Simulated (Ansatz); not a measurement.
# NiMoIrPdW (P3m1) in Ansatz: further runs

The runs below take NiMoIrPdW through projected density of states, with PBE+U.

Program: Ansatz 0.2.0. These are calculated values, not measurements. Logs are shortened: lines on timing, memory, paths and dates and some standing lists are left out, and cuts for length are marked.

**1. The structure**

It takes space group P3m1 (No. 156, trigonal). The conventional cell has a = 2.770 Å, b = 2.770 Å, c = 21.881 Å, α = 90.00°, β = 90.00°, γ = 120.00°. Around Ni (site symmetry 3m) lie 9 Ni at 2.52 to 2.77 Å and 3 W at 2.57 Å. Ni (site symmetry 3m) is surrounded by 9 Ni at 2.52 to 2.77 Å and 3 Ir at 2.62 Å. Mo (site symmetry 3m) has 3 Ir at 2.76 Å and 6 Mo at 2.77 Å and 3 Pd at 2.80 Å as nearest neighbours. Around Mo (site symmetry 3m) lie 3 Ir at 2.66 Å and 6 Mo at 2.77 Å and 3 Pd at 2.82 Å. Around Pd (site symmetry 3m) lie 6 Pd at 2.77 Å and 3 W at 2.79 Å and 3 Mo at 2.80 Å. Around Pd (site symmetry 3m) lie 6 Pd at 2.77 Å and 3 W at 2.80 Å and 3 Mo at 2.82 Å. Ir (site symmetry 3m) has 3 Mo at 2.76 Å and 6 Ir at 2.77 Å and 3 W at 2.77 Å as nearest neighbours. Ir (site symmetry 3m) has 3 Ni at 2.62 Å and 3 Mo at 2.66 Å and 6 Ir at 2.77 Å as nearest neighbours.

The cell was built by a generator and needn't be a form met in nature.

**2. Projected density of states, PBE+U, collinear spin, ferromagnetic start**

The input, input.yaml:

```yaml
crystal:
  lattice:
    - [2.77046, 0.0, 0.0]
    - [-1.38523, 2.39928, 0.0]
    - [0.0, 0.0, 21.88122]
  atoms:
    - { symbol: Ni, position: [0.33333, 0.66667, 0.04433], spin: 1.0 }
    - { symbol: Ni, position: [0.66667, 0.33333, 0.95562], spin: 1.0 }
    - { symbol: Mo, position: [0.66667, 0.33333, 0.3427], spin: 1.0 }
    - { symbol: Mo, position: [0.66667, 0.33333, 0.7632], spin: 1.0 }
    - { symbol: Pd, position: [0.33333, 0.66667, 0.44768] }
    - { symbol: Pd, position: [0.33333, 0.66667, 0.65723] }
    - { symbol: Ir, position: [0.33333, 0.66667, 0.23988], spin: 0.6 }
    - { symbol: Ir, position: [0.33333, 0.66667, 0.8605], spin: 0.6 }
    - { symbol: W, position: [0.66667, 0.33333, 0.13646] }
    - { symbol: W, position: [0.66667, 0.33333, 0.5524] }
hamiltonian:
  xc: pbe
  pseudopotentials: { kind: paw }
  hubbard:
    sites:
      - { species: Ir, l: d, u_eff: 2.0 }
      - { species: Mo, l: d, u_eff: 2.0 }
      - { species: Ni, l: d, u_eff: 2.0 }
      - { species: Pd, l: d, u_eff: 2.0 }
      - { species: W, l: d, u_eff: 2.0 }
magnetization:
  spin_polarized: true
kpoints:
  mp_grid: { grid: [11, 11, 2] }
scf:
  occupations: { method: fermi_dirac, width: 0.05 }
  n_extra_bands: 25
output:
  forces: true
  stress: true
  eigenvalues: true
  dos: { projected: true, de: 0.05, nscf_kmesh: { grid: [17, 17, 3] } }
```

Potentials or basis: Ansatz PAW.

On the command line:

```bash
$ ansatz run input.yaml --threads 8 --pin off --max-ram 20480MiB --backend cpu --events-out ev --progress --plain --runs-dir out
```

Log:

```text
Warning: the atoms were moved onto the symmetric positions of the space group found under crystal.symmetry.tolerance 1.0e-5 (fractional; no operation is sought that the atoms, as they stand in a round, miss by more than twice it, and no atom is moved by as much as it), and the run uses the moved positions. Before a round's move an operation carried an atom to 2.77e-5 Å from where it should land, the largest such distance. Atom 0 (counting from 0) moved farthest, by 1.60e-5 Å; the longest move in fractions of the cell, of whichever atom, is 0.47 of the tolerance, in 1 round. To run the atoms as typed, lower crystal.symmetry.tolerance until the operations that they miss are no longer found, or set crystal.symmetry.detect: false (a key that needs symmetry detection or time reversal refuses this as the deck is read). The positions used, in the order of the run's atom list: position: [0.3333333333333333, 0.6666666666666666, 0.04433]; position: [0.6666666666666666, 0.3333333333333333, 0.95562]; position: [0.6666666666666666, 0.3333333333333333, 0.3427]; position: [0.6666666666666666, 0.3333333333333333, 0.7632]; position: [0.3333333333333333, 0.6666666666666666, 0.44768]; position: [0.3333333333333333, 0.6666666666666666, 0.65723]; position: [0.3333333333333333, 0.6666666666666666, 0.23988]; position: [0.3333333333333333, 0.6666666666666666, 0.8605]; position: [0.6666666666666666, 0.3333333333333333, 0.13646]; position: [0.6666666666666666, 0.3333333333333333, 0.5524]; The lattice was moved too: crystal.lattice keeps the space group found at crystal.symmetry.tolerance 1.0e-5 only nearly: the operation that it misses by the most changes a squared length by the fraction 6.31e-6. The run uses the lattice that is a stretch of the typed one, with no rotation, onto the one that keeps every operation to a double's rounding (on a very oblique basis the stretch itself rounds by more); the deck's lattice vector that moved farthest moved by 5.05e-6 Å. To run the lattice as typed, set crystal.symmetry.tolerance under 6.30e-6, the least fraction by which an operation that the lattice misses changes a squared length (the same key also sets how far an atom may lie from its image, so lowering it can lose operations that the atoms keep only within it), or set crystal.symmetry.detect: false, as for the atoms. crystal.lattice made exact, in Å and degrees: [[2.770454953865881, 0.0, 0.0], [-1.3852274769329405, 2.399284370088298, 0.0], [0.0, 0.0, 21.88122]]. Pasted over the deck's crystal.lattice, beside positions in fractional coordinates, it runs the same cell (given as lengths and angles, that cell in the form's own orientation, a rigid turn of the misfit's size from the one run here, for which a checkpoint.post_process_only pass over this run's state can be refused: where this run relaxes nothing, give such a pass this deck's own crystal.lattice, as typed; behind a relaxation, as crystal.lattice, the state's own cell, identity.cell in its checkpoint.json), and a matrix so pasted ends this notice, except on a very skew basis of the lattice, where the rounding of the pasted numbers themselves can read as a misfit: the cell is then moved again, and that move is told again. The lattice as run is in this notice's lattice.as_run_ang field (Run.prep()["deck_notices"] in Python, the deck_notice line of an events file, deck_notices of ansatz run --dry-run=json, or deck_notices in record.json in the deck's checkpoint.write directory).
Warning: RAYON_NUM_THREADS=8 ignored (pool sized by the plan → 8); use --threads N
Ni: projections on atomic orbitals take those of the free atom [Ne] 3s2 3p6 3d8 4s2, of charge +0.00 (hamiltonian.pseudopotentials.projection_atoms); the dataset's partial waves leave at most 1.6e-6 of an orbital's norm unspanned inside its sphere
Mo: projections on atomic orbitals take those of the free atom [Ar 3d10] 4s2 4p6 4d5 5s1, of charge +0.00 (hamiltonian.pseudopotentials.projection_atoms); the dataset's partial waves leave at most 6.0e-6 of an orbital's norm unspanned inside its sphere
Pd: projections on atomic orbitals take those of the free atom [Ar 3d10] 4s2 4p6 4d10, of charge +0.00 (hamiltonian.pseudopotentials.projection_atoms); the dataset's partial waves leave at most 1.0e-5 of an orbital's norm unspanned inside its sphere
Ir: projections on atomic orbitals take those of the free atom [Kr 4d10 4f14] 5s2 5p6 5d7 6s2, of charge +0.00 (hamiltonian.pseudopotentials.projection_atoms); the dataset's partial waves leave at most 8.4e-5 of an orbital's norm unspanned inside its sphere
W: projections on atomic orbitals take those of the free atom [Kr 4d10 4f14] 5s2 5p6 5d4 6s2, of charge +0.00 (hamiltonian.pseudopotentials.projection_atoms); the dataset's partial waves leave at most 6.5e-5 of an orbital's norm unspanned inside its sphere
scf.n_extra_bands = 25 over 81 filled bands (N_el = 162.0): the run solves 106 bands
Engine: ansatz 0.2.0, aarch64-unknown-linux-gnu
Pseudopotentials: kind: paw
Pseudopotential: Ni, paw, valence charge 18, recommended cutoff 420 eV (normal), Ni.paw.azcp
Pseudopotential: Mo, paw, valence charge 14, recommended cutoff 420 eV (normal), Mo.paw.azcp
Pseudopotential: Pd, paw, valence charge 18, recommended cutoff 420 eV (normal), Pd.paw.azcp
Pseudopotential: Ir, paw, valence charge 17, recommended cutoff 420 eV (normal), Ir.paw.azcp
Pseudopotential: W, paw, valence charge 14, recommended cutoff 420 eV (normal), W.paw.azcp
[... 160 lines left out ...]
  atom   8  Ir     0.00000000     0.00000000    -0.08174926
  atom   9  W     -0.00000000     0.00000000     0.32157189
  atom  10  W     -0.00000000     0.00000000     0.03213396
  max |Σ_I F_I| component: 1.21e-5 eV/Å
--- Stress (GPa, compression-positive) ---
        0.603091       0.000000      -0.000000
        0.000000       0.603091      -0.000000
       -0.000000      -0.000000       1.159421
  P = ⅓ Tr σ = 0.7885 GPa (7.885 kbar)
--- Band table (eV; the first three rows and the last of 64) ---
  k-point 0 ↑: bands = ["-81.9721", "-81.7186", "-71.0481", "-70.9521", "-63.3748", "-63.3265", "-53.0739", "-52.9983", "-42.8169", "-42.3668", "-42.1211", "-42.1211", "-41.9734", "-41.9734", "-40.1284", "-40.0867", "-29.2914", "-29.2399", "-28.8591", "-28.8591", "-28.8125", "-28.8125", "-27.9364", "-27.8933", "-27.7369", "-27.7369", "-27.5965", "-27.5965", "-17.4776", "-17.4070", "-16.6574", "-16.6574", "-16.6178", "-16.6178", "-14.2991", "-14.2741", "-13.4956", "-13.4956", "-13.4387", "-13.4387", "11.8139", "12.2140", "12.7890", "13.4375", "14.5274", "14.5368", "14.7455", "15.0120", "15.1692", "15.9911", "17.2598", "17.2598", "17.3135", "17.3135", "17.3744", "17.4147", "17.4147", "17.6839", "17.6839", "17.6950", "18.1272", "18.2593", "18.3085", "18.3085", "18.3706", "18.3706", "18.4481", "18.4481", "18.5668", "18.5668", "18.6908", "18.9659", "18.9659", "19.1469", "19.1469", "19.1522", "19.3211", "19.4408", "19.4408", "19.6728", "19.6728", "20.4068", "20.4816", "20.4816", "20.7005", "20.7405", "20.7405", "21.0566", "21.0566", "21.2215", "21.2215", "21.8923", "23.3690", "23.3690", "23.4346", "23.4346", "24.1001", "24.1001", "24.2320", "24.2320", "29.6656", "30.9564", "31.7354", "33.5145", "34.1939", "34.2787"]
  k-point 1 ↑: bands = ["-81.9721", "-81.7186", "-71.0481", "-70.9521", "-63.3748", "-63.3265", "-53.0739", "-52.9983", "-42.8169", "-42.3668", "-42.1211", "-42.1211", "-41.9734", "-41.9734", "-40.1284", "-40.0867", "-29.2914", "-29.2399", "-28.8591", "-28.8591", "-28.8125", "-28.8125", "-27.9364", "-27.8933", "-27.7369", "-27.7369", "-27.5965", "-27.5965", "-17.4776", "-17.4070", "-16.6574", "-16.6574", "-16.6178", "-16.6178", "-14.2991", "-14.2741", "-13.4956", "-13.4956", "-13.4387", "-13.4387", "11.8166", "12.2033", "12.8116", "13.4154", "14.5152", "14.5454", "14.7479", "15.0435", "15.1629", "15.9724", "17.2598", "17.2598", "17.3133", "17.3133", "17.3184", "17.4148", "17.4148", "17.6839", "17.6839", "17.7674", "18.1639", "18.2021", "18.3056", "18.3056", "18.3751", "18.3751", "18.4478", "18.4478", "18.5649", "18.5649", "18.6865", "18.9661", "18.9661", "19.1282", "19.1473", "19.1473", "19.4423", "19.4423", "19.6021", "19.6701", "19.6701", "19.8475", "20.4887", "20.4887", "20.7299", "20.7299", "21.0640", "21.0640", "21.1571", "21.2186", "21.2186", "21.7444", "23.3689", "23.3689", "23.4347", "23.4347", "24.1001", "24.1001", "24.2320", "24.2320", "29.9691", "30.3084", "32.3392", "33.2861", "34.2267", "34.2761"]
  k-point 2 ↑: bands = ["-81.9717", "-81.7182", "-71.0452", "-70.9492", "-63.3715", "-63.3232", "-53.0662", "-52.9902", "-42.8163", "-42.3669", "-42.1248", "-42.1222", "-41.9774", "-41.9744", "-40.1137", "-40.0721", "-29.2884", "-29.2369", "-28.8832", "-28.8650", "-28.8366", "-28.8183", "-27.9313", "-27.8879", "-27.7773", "-27.7467", "-27.6369", "-27.6063", "-17.4648", "-17.3936", "-16.7535", "-16.7149", "-16.6793", "-16.6399", "-14.2852", "-14.2600", "-13.5956", "-13.5383", "-13.5183", "-13.4613", "12.1266", "12.5164", "13.0978", "13.7297", "14.7530", "14.7917", "15.0000", "15.2249", "15.3927", "16.1272", "17.0745", "17.1519", "17.1971", "17.3352", "17.4272", "17.4803", "17.4848", "17.6105", "17.6341", "17.8535", "17.8911", "17.9205", "18.1089", "18.2601", "18.3123", "18.3154", "18.3845", "18.4100", "18.4308", "18.6093", "18.6143", "18.6797", "18.8417", "18.9662", "19.1782", "19.2714", "19.4591", "19.4837", "19.5899", "19.6675", "19.7511", "20.1671", "20.3609", "20.4941", "20.6976", "20.7306", "20.9497", "20.9898", "21.1967", "21.1991", "21.3882", "21.9120", "23.3329", "23.4190", "23.6394", "23.9389", "24.0266", "24.1811", "24.4426", "24.8728", "29.6868", "31.1094", "31.8256", "33.7998", "34.7893", "34.9119"]
  k-point 31 ↓: bands = ["-81.3228", "-81.0686", "-70.9155", "-70.8886", "-63.3370", "-63.2878", "-52.9644", "-52.8671", "-41.9044", "-41.7104", "-41.6711", "-41.6488", "-41.4073", "-41.3978", "-39.9414", "-39.8832", "-29.2495", "-29.1973", "-29.0966", "-29.0490", "-29.0399", "-28.9923", "-27.9912", "-27.9632", "-27.8966", "-27.8686", "-27.8180", "-27.7428", "-17.5654", "-17.5061", "-17.3455", "-17.3008", "-17.2845", "-17.1977", "-14.4718", "-14.3909", "-14.2411", "-14.1609", "-14.1223", "-14.0771", "15.5027", "15.5603", "15.7043", "15.7788", "16.0333", "16.1504", "16.2790", "16.3037", "16.4305", "16.4958", "16.5264", "16.5582", "16.5791", "16.7152", "16.7326", "16.8631", "17.1440", "17.2546", "17.3871", "17.4737", "17.5788", "17.6262", "17.9909", "18.4135", "18.6073", "18.9168", "19.0032", "19.0580", "19.1162", "19.2214", "19.7519", "19.9188", "19.9629", "20.1135", "20.3302", "20.5165", "20.7453", "21.0041", "21.1565", "21.2985", "21.3693", "21.4332", "21.9453", "22.0657", "22.2924", "22.4041", "22.5839", "22.8666", "23.1110", "23.3798", "24.6782", "25.4990", "26.6747", "26.9203", "27.2747", "27.3992", "27.5110", "27.7080", "27.9395", "28.1149", "28.6267", "29.4312", "29.5430", "29.6514", "30.0701", "30.3180"]
Occupation matrices written to <dir>
```

Run time: 3.5 min. Hardware: 8 threads of Arm Neoverse V1, shared host; peak memory 2.7 GiB.

What came out:

| Item | Value |
| --- | --- |
| Free energy | -80160.8185 eV |
| Pressure | 0.8 GPa |
| Largest force | 0.322 eV/Å |
| Band gap on the k mesh | none (metal or under the smearing width) |
| Net moment | 1.19 μB per cell |
| Absolute moment | 1.47 μB per cell |
| Site moments | Ni +0.32, +0.73; Mo -0.01, -0.03; Pd -0.00; Ir -0.00, +0.21; W +0.03, -0.01 μB |
| Density of states at the Fermi level | 6.97 states/eV per cell |

Forces on the atoms (eV/Å):
```
Ni   0.000  0.000 -0.199
Ni   0.000  0.000  0.186
Mo   0.000  0.000 -0.179
Mo   0.000  0.000 -0.005
Pd   0.000  0.000 -0.016
Pd   0.000  0.000 -0.011
Ir   0.000  0.000 -0.048
Ir   0.000  0.000 -0.082
W    0.000  0.000  0.322
W    0.000  0.000  0.032
```

States per cell in windows of 0.5 eV (zero at the Fermi level; states under -8 eV left out):
```tsv
from (eV)	up	down	Pd 4d down	Pd 4d up	Ni 3d up	Ni 3d down	Ir 5d up	Ir 5d down
-8.0	0.17	0.17	0.00	0.00	0.00	0.00	0.01	0.00
-7.5	0.26	0.26	0.00	0.00	0.00	0.00	0.02	0.02
-7.0	0.70	0.55	0.02	0.02	0.01	0.01	0.26	0.16
-6.5	1.26	1.28	0.18	0.17	0.03	0.02	0.43	0.43
-6.0	2.63	2.51	0.77	0.77	0.06	0.03	0.80	0.71
-5.5	3.04	3.08	1.13	1.12	0.08	0.05	0.79	0.83
-5.0	3.18	3.04	1.19	1.22	0.22	0.10	0.63	0.67
-4.5	2.67	2.35	0.88	0.87	0.32	0.13	0.66	0.55
-4.0	3.76	3.40	1.16	1.16	0.80	0.33	0.70	0.81
-3.5	3.99	3.68	1.29	1.26	1.06	0.64	0.66	0.64
-3.0	3.97	3.74	1.01	1.04	1.36	1.01	0.72	0.77
-2.5	3.86	3.50	0.50	0.50	1.62	1.25	0.67	0.68
-2.0	3.53	3.34	0.37	0.37	1.24	1.14	0.56	0.55
-1.5	4.22	4.12	0.37	0.36	1.75	1.61	0.49	0.43
-1.0	2.26	2.93	0.22	0.22	0.56	1.24	0.29	0.27
-0.5	1.90	2.39	0.18	0.18	0.26	0.86	0.29	0.28
0.0	1.88	2.48	0.15	0.17	0.13	0.75	0.33	0.37
0.5	1.80	1.94	0.12	0.12	0.10	0.26	0.33	0.34
1.0	1.71	1.87	0.11	0.10	0.09	0.15	0.24	0.32
1.5	1.95	1.98	0.10	0.10	0.05	0.08	0.27	0.28
2.0	2.27	2.30	0.10	0.10	0.05	0.07	0.29	0.31
2.5	1.52	1.51	0.04	0.05	0.04	0.05	0.14	0.14
3.0	1.12	1.16	0.02	0.02	0.03	0.04	0.09	0.10
3.5	0.86	0.88	0.01	0.01	0.01	0.02	0.04	0.05
4.0	0.82	0.80	0.01	0.01	0.01	0.02	0.04	0.04
4.5	0.78	0.79	0.01	0.01	0.01	0.01	0.03	0.03
5.0	0.84	0.82	0.01	0.01	0.01	0.01	0.02	0.02
5.5	0.68	0.70	0.00	0.00	0.01	0.01	0.02	0.02
6.0	0.65	0.64	0.00	0.00	0.01	0.01	0.01	0.01
6.5	0.61	0.63	0.00	0.00	0.01	0.01	0.01	0.01
7.0	0.62	0.60	0.00	0.00	0.01	0.01	0.01	0.01
7.5	0.51	0.52	0.00	0.00	0.01	0.01	0.01	0.01
```

Eigenvalues of the final occupation matrices:
| site | spin | trace | eigenvalues |
| --- | --- | --- | --- |
| site 1 | 1 | 4.59 | 0.89 0.89 0.93 0.94 0.94 |
| site 1 | 2 | 4.28 | 0.78 0.86 0.86 0.89 0.89 |
| site 2 | 1 | 4.77 | 0.94 0.94 0.96 0.96 0.98 |
| site 2 | 2 | 4.06 | 0.53 0.86 0.86 0.90 0.90 |
| site 3 | 1 | 2.65 | 0.49 0.49 0.53 0.57 0.57 |
| site 3 | 2 | 2.66 | 0.49 0.49 0.53 0.57 0.57 |
| site 4 | 1 | 2.63 | 0.49 0.49 0.54 0.56 0.56 |
| site 4 | 2 | 2.67 | 0.49 0.49 0.54 0.57 0.57 |
| site 5 | 1 | 4.64 | 0.90 0.92 0.92 0.96 0.96 |
| site 5 | 2 | 4.64 | 0.90 0.92 0.92 0.96 0.96 |
| site 6 | 1 | 4.65 | 0.90 0.92 0.92 0.96 0.96 |
| site 6 | 2 | 4.65 | 0.90 0.92 0.92 0.96 0.96 |

Caveat: the magnetic or orbital state may not be the lowest; the U is typed as a test and isn't derived for this compound. The state reached can hang on the start; a lower one may exist.

**3. Projected density of states, PBE+U, collinear spin, ferromagnetic start**

input.yaml, as its differences from that of step 2:

```diff
@@ -21,7 +21,7 @@
     sites:
-      - { species: Ir, l: d, u_eff: 2.0 }
-      - { species: Mo, l: d, u_eff: 2.0 }
-      - { species: Ni, l: d, u_eff: 2.0 }
-      - { species: Pd, l: d, u_eff: 2.0 }
-      - { species: W, l: d, u_eff: 2.0 }
+      - { species: Ir, l: d, u_eff: 4.0 }
+      - { species: Mo, l: d, u_eff: 4.0 }
+      - { species: Ni, l: d, u_eff: 4.0 }
+      - { species: Pd, l: d, u_eff: 4.0 }
+      - { species: W, l: d, u_eff: 4.0 }
 magnetization:
```

Potentials or basis: Ansatz PAW.

On the command line:

```bash
$ ansatz run input.yaml --threads 8 --pin off --max-ram 20480MiB --backend cpu --events-out ev --progress --plain --runs-dir out
```

Wall time 43 min (8 threads of Arm Neoverse V1, shared host); peak memory 12 GiB.

It converged, with:

```yaml
Free_energy: -80144.9469 eV
Pressure: 3.4 GPa
Largest_force: 0.375 eV/Å
Band_gap_on_the_k_mesh: none (metal or under the smearing width)
Net_moment: 1.41 μB per cell
Absolute_moment: 2.25 μB per cell
Site_moments: Ni +0.24, +0.97; Mo -0.03, -0.05; Pd -0.00; Ir +0.00, +0.28; W +0.04, -0.01 μB
Density_of_states_at_the_Fermi_level: 5.42 states/eV per cell
```

Forces in eV/Å, atoms in the order of the input:
```
Ni   0.000  0.000 -0.073
Ni   0.000  0.000  0.375
Mo   0.000  0.000 -0.221
Mo   0.000  0.000 -0.006
Pd   0.000  0.000  0.016
Pd   0.000  0.000 -0.003
Ir   0.000  0.000 -0.205
Ir   0.000  0.000 -0.313
W    0.000  0.000  0.372
W    0.000  0.000  0.058
```

Stress tensor (GPa, compression positive):
```
2.84 0.00 0.00
0.00 2.84 0.00
0.00 0.00 4.59
```

Levels at points of the mesh, in eV from the Fermi level:
Spin up:
| k point | band 77 | band 78 | band 79 | band 80 | band 81 | band 82 | band 83 | band 84 | band 85 | band 86 |
| --- | --- | --- | --- | --- | --- | --- | --- | --- | --- | --- |
| (0.00, 0.00, 0.00) | -1.72 | -1.68 | -1.68 | -1.68 | -1.58 | -0.63 | -0.63 | -0.39 | -0.31 | -0.31 |
| (0.00, 0.00, -0.50) | -1.72 | -1.72 | -1.68 | -1.68 | -1.22 | -0.98 | -0.63 | -0.63 | -0.31 | -0.31 |
Spin down:
| k point | band 77 | band 78 | band 79 | band 80 | band 81 | band 82 | band 83 | band 84 |
| --- | --- | --- | --- | --- | --- | --- | --- | --- |
| (0.00, 0.00, 0.00) | -1.45 | -1.40 | -1.40 | -1.31 | -0.62 | -0.62 | -0.46 | -0.29 |
| (0.00, 0.00, -0.50) | -1.44 | -1.40 | -1.40 | -1.15 | -0.95 | -0.61 | -0.61 | -0.29 |

States per cell in windows of 1 eV (zero at the Fermi level; states under -8 eV left out):
```tsv
from (eV)	up	down	Pd 4d up	Pd 4d down	Ni 3d up	Ni 3d down	Ir 5d up	Ir 5d down
-8.0	0.40	0.38	0.01	0.01	0.00	0.00	0.02	0.02
-7.0	2.75	2.30	0.55	0.57	0.13	0.03	0.92	0.62
-6.0	6.21	5.86	2.29	2.27	0.55	0.11	1.47	1.55
-5.0	6.61	5.67	2.14	2.12	1.31	0.45	1.33	1.25
-4.0	8.07	7.65	2.41	2.42	2.29	1.54	1.34	1.51
-3.0	6.68	6.96	1.06	1.06	2.27	2.46	1.41	1.37
-2.0	6.91	7.02	0.56	0.57	2.42	2.62	1.06	0.98
-1.0	3.79	4.27	0.32	0.32	0.49	1.04	0.54	0.55
0.0	3.54	3.66	0.23	0.23	0.17	0.40	0.63	0.63
1.0	3.34	4.18	0.17	0.17	0.11	0.75	0.41	0.56
2.0	3.91	4.17	0.14	0.14	0.08	0.33	0.43	0.48
3.0	2.19	2.20	0.03	0.03	0.04	0.07	0.14	0.15
4.0	1.57	1.56	0.02	0.01	0.02	0.04	0.06	0.07
5.0	1.48	1.50	0.01	0.01	0.02	0.03	0.04	0.05
6.0	1.26	1.28	0.01	0.01	0.01	0.02	0.03	0.03
7.0	1.16	1.13	0.00	0.00	0.01	0.01	0.02	0.02
```

Eigenvalues of the final occupation matrices:
```tsv
site	spin	trace	eigenvalues
site 1	1	4.60	0.90 0.90 0.93 0.94 0.94
site 1	2	4.37	0.79 0.89 0.89 0.90 0.90
site 2	1	4.86	0.96 0.96 0.97 0.97 0.99
site 2	2	3.88	0.11 0.94 0.94 0.95 0.95
site 3	1	2.61	0.39 0.39 0.51 0.66 0.66
site 3	2	2.66	0.40 0.40 0.53 0.66 0.66
site 4	1	2.60	0.47 0.47 0.54 0.56 0.56
site 4	2	2.66	0.47 0.47 0.56 0.58 0.58
site 5	1	4.69	0.91 0.93 0.93 0.96 0.96
site 5	2	4.69	0.92 0.93 0.93 0.96 0.96
site 6	1	4.69	0.91 0.93 0.93 0.96 0.96
site 6	2	4.69	0.91 0.93 0.93 0.96 0.96
```

Caveat: the magnetic or orbital state may not be the lowest; the U is typed as a test and isn't derived for this compound. Spin-orbit coupling is left out, which matters for the levels of Ir, W.
